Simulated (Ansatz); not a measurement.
# GeH₃+ (singlet): the correlation ladder, cc-pVTZ

An exercise on one series of results from a longer session: the logs are not shown, and one member is left open.

Computed with Ansatz 0.2.0, Gaussian basis. Level: cc-pVTZ, core rule «outside noble gas», up to 14 orbitals frozen.

The runs, in order: UHF; CCSD(T) on RHF; BCCD(T) on RHF; CCSDT(Q) on RHF.

26 further runs of the same task are left out: 1 for a mislabelled method, 2 for a known fault of the program, 6 that didn't finish, 17 set aside as unsound or not needed.

## The geometry

The geometry is a PBE0/def2-TZVP stationary point (not a proven minimum) of the parent state, kept for this charge and spin. No spin-orbit coupling is included. The filled d shell of Ge may be among the frozen orbitals whatever the setting's name suggests; the logs give the count.

4 atoms, charge 1, spin multiplicity 1.

Atoms are counted from 1 here; the program's logs count them from 0.

Bond lengths: Ge1–H2 1.539 Å, Ge1–H3 1.539 Å, Ge1–H4 1.539 Å. Angles: H2–Ge1–H3 111.2°, H2–Ge1–H4 111.2°, H3–Ge1–H4 111.2°.

Set-up of the first run:

The input, in.yaml:

```yaml
crystal:
  periodic: [false, false, false]
  atoms:
    - {symbol: Ge, position_ang: [0.000034, -0.000003, -0.018730]}
    - {symbol: H, position_ang: [1.465006, 0.016889, 0.452573]}
    - {symbol: H, position_ang: [-0.748285, 1.261093, 0.448403]}
    - {symbol: H, position_ang: [-0.719150, -1.277779, 0.448837]}
basis:
  gaussian: {orbitals: cc-pVTZ}
total_charge: 1
magnetization: {spin_polarized: true, initial_magnetization: 0}
hamiltonian: {xc: hf}
output: {orbitals: {seedname: orbitals}}
```

The run is started by

```sh
$ ansatz run in.yaml --threads 1 --pin off --events-out ev --progress --plain --max-ram 2393MiB
```

Steps of the session up to this table: UHF; CCSD(T) on RHF; BCCD(T) on RHF; CCSDT(Q) on RHF.

One of the session's tables, all rows but one given; the rest of the session is left out.

| method | from RCCSDT(Q) (meV) |
| --- | --- |
| RHF | +3504.5 |
| RMP2 | +741.5 |
| RCCSD | +80.4 |
| RCCSD(T) | +16.0 |
| BCCD(T) | +15.8 |
| RCCSDT | ? |
| RCCSDT(Q) | 0 |

Estimate the missing values for RCCSDT.

**Answer.** from RCCSDT(Q) (meV): +1.6. In the column «from RCCSDT(Q) (meV)» it lies between RCCSDT(Q) (0) and BCCD(T) (+15.8).
